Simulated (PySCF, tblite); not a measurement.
**C7H13N2P: geometry, infrared bands and NMR shifts**

Aim: predict the infrared bands and NMR shifts of C7H13N2P (`CC(C)(C)Cn1cpcn1`).

The runs use tblite 0.8.0 and PySCF 2.14.0, with density-fitted response routines of our own; the level of theory stands in each step. All values are computed, except where a source is named. Atoms are numbered from 0 throughout.

**1. The starting structure**

23 atoms, charge 0, multiplicity 1; geometry from: force field or distance geometry start.

Bonds of the start (Å): C0–C1 1.51, C1–C2 1.47, C1–C3 1.53, C1–C4 1.49, C4–N5 1.45, N5–C6 1.37, C6–P7 1.72, P7–C8 1.57, C8–N9 1.33, N9–N5 1.29, C0–H10 1.08, C0–H11 1.11, C0–H12 1.13, C2–H13 1.12, C2–H14 1.10, C2–H15 1.13, C3–H16 1.12, C3–H17 1.11, C3–H18 1.11, C4–H19 1.13, C4–H20 1.10, C6–H21 1.08, C8–H22 1.07.

**2. Geometry optimisation with GFN2-xTB**

Job settings and geometry (Å):

```
{"job": {"kind": "relax", "xc": "GFN2-xTB", "basis": "xTB"}, "charge": 0, "multiplicity": 1}
C     -0.838000     1.476100     0.396600
C     -0.904600    -0.023700     0.251900
C     -1.449100    -0.328000    -1.078100
C     -1.970700    -0.476200     1.253300
C      0.339000    -0.749500     0.645500
N      1.522000    -0.406700    -0.121600
C      2.383400     0.596700     0.250000
P      3.651400     0.660400    -0.914700
C      3.037200    -0.522800    -1.744700
N      1.916800    -0.983600    -1.206900
H     -0.499700     1.820800     1.368000
H     -0.330800     1.962300    -0.457700
H     -1.915900     1.824000     0.325700
H     -2.174400     0.484700    -1.339900
H     -0.741100    -0.348400    -1.916300
H     -2.058400    -1.275500    -1.025700
H     -1.627100    -1.442400     1.700600
H     -2.935200    -0.571000     0.720700
H     -1.994500     0.291200     2.050500
H      0.576500    -0.493900     1.716600
H      0.202100    -1.844300     0.639500
H      2.254800     1.207700     1.126200
H      3.551500    -0.830800    -2.629600
```

The run is started by

```
$ OMP_NUM_THREADS=1 python probes_run.py task.json out
```

One launch serves the whole session: the jobs run in the order shown.

**Question.** This job is followed by: GFN2-xTB harmonic vibrations, gas phase; GIAO PBE0/pcSseg-1 NMR shielding, non-relativistic, gas phase. Predict these results of the whole session: strongest single infrared mode (GFN2-xTB); zero-point energy (GFN2-xTB); 13C shifts against TMS (PBE0/pcSseg-1, means over atoms taken as alike); 1H shifts against TMS (PBE0/pcSseg-1, means over atoms taken as alike); 15N shifts against NH3 (PBE0/pcSseg-1); 31P shifts against H3PO4 (PBE0/pcSseg-1); surface potential, 1st and 99th percentile.

**Answer**, as computed:

| quantity | value |
| --- | --- |
| strongest single infrared mode (GFN2-xTB) | 3048 cm⁻¹, 70 km/mol |
| zero-point energy (GFN2-xTB) | 121.1 kcal/mol |
| 13C shifts against TMS (PBE0/pcSseg-1, means over atoms taken as alike) | 167.4, 165.2, 68.6, 36.1, 29.4 ppm |
| 1H shifts against TMS (PBE0/pcSseg-1, means over atoms taken as alike) | 8.79, 8.55, 4.18, 0.98 ppm |
| 15N shifts against NH3 (PBE0/pcSseg-1) | 378.3, 255.4 ppm |
| 31P shifts against H3PO4 (PBE0/pcSseg-1) | 110.4 ppm |
| surface potential, 1st and 99th percentile | -1.39 V and 1.25 V |

Over 76 steps the energy fell by 1.784 eV; of the close pairs, P7–C8 changed most, 1.570 to 1.758 Å. All 63 modes are real, so the xTB geometry is a minimum. GFN2-xTB is a fitted tight-binding method: band positions and strengths are rough. Its intensities can rank the bands wrongly. At PBE0/pcSseg-1: Shielding is most anisotropic at N9 (span 545 ppm, paramagnetic term -435 ppm). NICS(1)zz of -31 ppm above the planar ring from N5 marks a diatropic (aromatic) ring current. At PBE0/pcSseg-1, counted by nearest atom on the grid, the HOMO lies on P7 47 %; C6 14 %, the LUMO on P7 34 %; C6 29 %.
